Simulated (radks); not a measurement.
# Rh²⁺ in [Ar] 3d10 4s1.75 4p6 4d7 5p0.25: an all-electron calculation

What are the levels of the rhodium ion Rh2+, how large are its shells, and how does its energy divide?

Method: scalar-relativistic Kohn-Sham, r2SCAN, spin-unpolarised, spherical densities, finite nucleus. Code: radks (a radial shooting solver on a logarithmic mesh, Libxc functionals) version 1.

**1. The system**

| Property | Result |
| --- | --- |
| element | rhodium (Z = 45) |
| charge | +2 |
| electrons | 43 |
| configuration | [Ar] 3d10 4s1.75 4p6 4d7 5p0.25 |
| nuclear rms radius | 4.4945 fm |

**2. The run**

Input:

```text
Z 45
configuration [Ar] 3d10 4s1.75 4p6 4d7 5p0.25
relativity scalar-relativistic
functional r2scan,r2scan
spin unpolarised
nucleus finite rms 4.4945 fm
c 137.035999084
```

Started as:

```console
> python run_ks.py task.json out
```

All runs below come from this command, one after another.

Q: Predict the outcome of this run.

The runs gave:

| quantity | value |
| --- | --- |
| total energy | -4782.84308 hartree |
| exchange-correlation share of it | 2.89 % |
| −T/E | 1.0357 |
| highest occupied level | 5p, -13.704 eV |
| most extended occupied level | 5p, <r> = 3.24 bohr |
| radius at density 0.001 e/bohr³ | 3.59 bohr |
| maxima of the radial density | 4 |

What this shows: 5 principal shells are occupied and 4 maxima appear in the radial density; where shells overlap, one shows as a shoulder or not at all. −T/E is 1.036: with relativity the kinetic term as defined here no longer equals −E. This is not the tabulated ground configuration, so its levels and sizes aren't those of the ground state, and no measured value stands beside it.
